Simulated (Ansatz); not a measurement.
I need a rigid scan of one bond length of BFH3NSi, SMILES F[SiH]1BN1. Use the Python package of Ansatz (0.2.0). Level of theory (for the species named): r2SCAN, cc-pVDZ basis, multiplicity 1.

```xyz
7

F    -0.9000   -1.8217   -0.7193
Si   -0.7612   -0.1201   -0.4971
B     0.2938    0.4134    1.0867
N     0.9980    0.2744   -0.3093
H    -1.3765    0.8355   -1.4384
H     0.3324    0.9882    2.1387
H     1.4746   -0.6376   -0.3070
```

Script `bfh3nsi_scan.py`:
```python
'''Stretching a bond of BFH3NSi, the rest held rigid.'''

import warnings

import ansatz as az
import matplotlib.pyplot as plt
import numpy as np

BASIS = 'cc-pVDZ'
FUNCTIONAL = 'r2SCAN'


def main() -> None:
    warnings.simplefilter('ignore', az.DeckWarning)

    bfh3nsi = (
        az.Crystal.molecule()
        .atom('F', (-0.9, -1.8217, -0.7193))
        .atom('Si', (-0.7612, -0.1201, -0.4971))
        .atom('B', (0.2938, 0.4134, 1.0867))
        .atom('N', (0.998, 0.2744, -0.3093))
        .atom('H', (-1.3765, 0.8355, -1.4384))
        .atom('H', (0.3324, 0.9882, 2.1387))
        .atom('H', (1.4746, -0.6376, -0.307))
    )

    symbols = [site.symbol for site in bfh3nsi.cartesian_sites]
    start = np.array([site.position_ang for site in bfh3nsi.cartesian_sites])
    axis = (start[4] - start[1]) / np.linalg.norm(start[4] - start[1])
    moving = [4]
    lengths, energies = [1.299, 1.358, 1.417, 1.476, 1.535, 1.594, 1.653, 1.741], []
    for length in lengths:
        xyz = start.copy()
        xyz[moving] += (length - np.linalg.norm(start[4] - start[1])) * axis
        point = az.Crystal.molecule()
        for symbol, place in zip(symbols, xyz):
            point = point.atom(symbol, place.tolist())
        calc = (
            point.calculation()
            .basis(gaussian=BASIS)
            .functional(FUNCTIONAL)
            .accuracy('medium')
        )
        summary = calc.run().report
        energies.append(summary['free_energy_ev'])
        print(f'r = {length:6.3f} A  E = {energies[-1]:.5f} eV  <S^2> = {abs(summary["mean_field"]["state"]["spin_squared"]):.3f}')

    # quartic fit about the minimum
    fit = np.polynomial.Polynomial.fit(lengths, np.array(energies) - min(energies), 4).convert()
    roots = [r.real for r in fit.deriv().roots() if abs(r.imag) < 1e-9 and fit.deriv(2)(r.real) > 0]
    r_e = min(roots, key=lambda r: abs(r - lengths[int(np.argmin(energies))]))
    print(f'minimum of the fit at {r_e:.4f} A, force constant {fit.deriv(2)(r_e):.2f} eV/A^2')
    plt.figure(figsize=(4.5, 3))
    plt.plot(lengths, np.array(energies) - min(energies), 'o-')
    plt.xlabel('bond length (A)')
    plt.ylabel('E - E(min) (eV)')
    plt.tight_layout()
    plt.savefig('scan.png', dpi=100)


if __name__ == '__main__':
    main()
```

`python bfh3nsi_scan.py` gives:
```text
r =  1.299 A  E = -12805.81689 eV  <S^2> = 0.000
r =  1.358 A  E = -12806.05778 eV  <S^2> = 0.000
r =  1.417 A  E = -12806.19148 eV  <S^2> = 0.000
r =  1.476 A  E = -12806.24105 eV  <S^2> = 0.000
r =  1.535 A  E = -12806.22503 eV  <S^2> = 0.000
r =  1.594 A  E = -12806.15847 eV  <S^2> = 0.000
r =  1.653 A  E = -12806.05362 eV  <S^2> = 0.000
r =  1.741 A  E = -12805.84695 eV  <S^2> = 0.000
minimum of the fit at 1.4887 A, force constant 17.80 eV/A^2
```

Caveats:
- The settings weren't tested for convergence.
- The rest of the molecule is held rigid at a force-field or estimated start geometry, and the basis set is modest; single-reference methods fail as a bond breaks.
- The orbitals are restricted, so S² is zero by construction.
- Finished in 17 s on 1 thread of Intel(R) Xeon(R) Processor @ 2.30GHz, on a shared host, peak memory 0.27 GiB.
